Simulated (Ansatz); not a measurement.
# Ta3Ga: the cost of one run

Method: DFT PBE, scalar-relativistic, plane waves, PAW, in Ansatz 0.2.0.

### Step 1. The structure to begin with

Symmetry: Pm-3m, No. 221, cubic system. Conventional cell: a = 4.132 Å, b = 4.132 Å, c = 4.132 Å, α = 90.00°, β = 90.00°, γ = 90.00°. Around Ta (site symmetry 4/mmm) lie 8 Ta at 2.92 Å and 4 Ga at 2.92 Å. Around Ga (site symmetry m-3m) lie 12 Ta at 2.92 Å.

Structure file:

```
CELL_PARAMETERS angstrom
4.13204 0.00000 0.00000
0.00000 4.13204 0.00000
0.00000 0.00000 4.13204
ATOMIC_POSITIONS crystal
Ta 0.00000 0.50000 0.50000
Ta 0.50000 0.00000 0.50000
Ta 0.50000 0.50000 0.00000
Ga 0.00000 0.00000 0.00000
```

Recipe of the guess: random cell by space group and Wyckoff sites (Pm-3m, No. 221). The dimensions are guesses.

### Step 2. A first look at the guess

File input.yaml:

```yaml
crystal:
  lattice:
    - [4.13204347, 0.0, 0.0]
    - [0.0, 4.13204347, 0.0]
    - [0.0, 0.0, 4.13204347]
  atoms:
    - { symbol: Ta, position: [0.0, 0.5, 0.5] }
    - { symbol: Ta, position: [0.5, 0.0, 0.5] }
    - { symbol: Ta, position: [0.5, 0.5, 0.0] }
    - { symbol: Ga, position: [0.0, 0.0, 0.0] }
basis:
  ecutwfc: 420
kpoints:
  mp_grid: { grid: [4, 4, 4] }
hamiltonian:
  xc: pbe
scf:
  occupations: { method: gaussian, width: 0.1 }
  lower_state_search: "off"
output:
  forces: true
  stress: true
  eigenvalues: true
```

Run with:

```
$ ansatz run input.yaml --threads 1 --pin off --max-ram 2560MiB --backend cpu --events-out ev --progress --plain --runs-dir out
```

Q: Estimate wall time and peak memory on 1 thread of Intel Xeon at 2.50GHz (Skylake/Cascade Lake), shared host.

About 2.6 s, with a peak of 0.35 GiB.
